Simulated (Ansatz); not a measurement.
# SiNi2: the cost of one run

Program: Ansatz 0.2.0. Level of theory: DFT PBE, scalar-relativistic, plane waves, PAW. These are calculated values, not measurements.

1 further run of the same task is left out (set aside as unsound or not needed).

## (1) Starting point

Symmetry: Fd-3m, No. 227, cubic system. Conventional cell: a = 5.470 Å, b = 5.470 Å, c = 5.470 Å, α = 90.00°, β = 90.00°, γ = 90.00°. Around Si (site symmetry -43m) lie 4 Si at 2.37 Å.

As a file:

```
CELL_PARAMETERS angstrom
0.00000 2.73505 2.73505
2.73505 0.00000 2.73505
2.73505 2.73505 0.00000
ATOMIC_POSITIONS crystal
Si 0.75000 0.75000 0.75000
Si 0.50000 0.50000 0.50000
```

It goes back to an entry of the Materials Project.

This cell was relaxed beforehand with the same method: volume 20.46 Å³/atom, gap on the mesh 0.65 eV.

## (2) SiNi2 strained to the base's plane

The (100) plane of SiNi2 is fitted to the (111) plane of Si, a strain of +3.7 % along x and -5.3 % along y; the third vector and the atoms relax.

The input, input.yaml:

```yaml
crystal:
  lattice:
    - [3.8679403878, 0.0, 0.0]
    - [0.0, 6.6994692723, 0.0]
    - [0.0, 0.0, 5.0774265041]
  atoms:
    - { symbol: Si, position: [0.25, 0.6146319414, 0.2869929285] }
    - { symbol: Si, position: [0.75, 0.3853680586, 0.7130070715] }
    - { symbol: Si, position: [0.25, 0.8853680586, 0.7869929285] }
    - { symbol: Si, position: [0.75, 0.1146319414, 0.2130070715] }
    - { symbol: Ni, position: [0.25, 0.2961226572, 0.4594187864] }
    - { symbol: Ni, position: [0.75, 0.7038773428, 0.5405812136] }
    - { symbol: Ni, position: [0.25, 0.2038773428, 0.9594187864] }
    - { symbol: Ni, position: [0.75, 0.7961226572, 0.0405812136] }
    - { symbol: Ni, position: [0.25, 0.9396510481, 0.3306369544] }
    - { symbol: Ni, position: [0.75, 0.0603489519, 0.6693630456] }
    - { symbol: Ni, position: [0.25, 0.5603489519, 0.8306369544] }
    - { symbol: Ni, position: [0.75, 0.4396510481, 0.1693630456] }
basis:
  ecutwfc: 420
kpoints:
  mp_grid: { grid: [9, 5, 7] }
hamiltonian:
  xc: pbe
scf:
  occupations: { method: gaussian, width: 0.1 }
output:
  forces: true
  stress: true
  eigenvalues: true
relax:
  adjacent_minimum: "off"
  f_tol: 0.01
  max_steps: 50
  cell: { fix: [a, b, gamma], stress_tol: 0.1 }
```

Launch:

```bash
$ ansatz run input.yaml --threads 8 --pin off --max-ram 20480MiB --backend cpu --events-out ev --progress --plain --runs-dir out
```

What time and memory should one allow on 8 threads of Intel Xeon Platinum 8488C (Sapphire Rapids), shared host?

About 48 s, with a peak of 1.3 GiB.
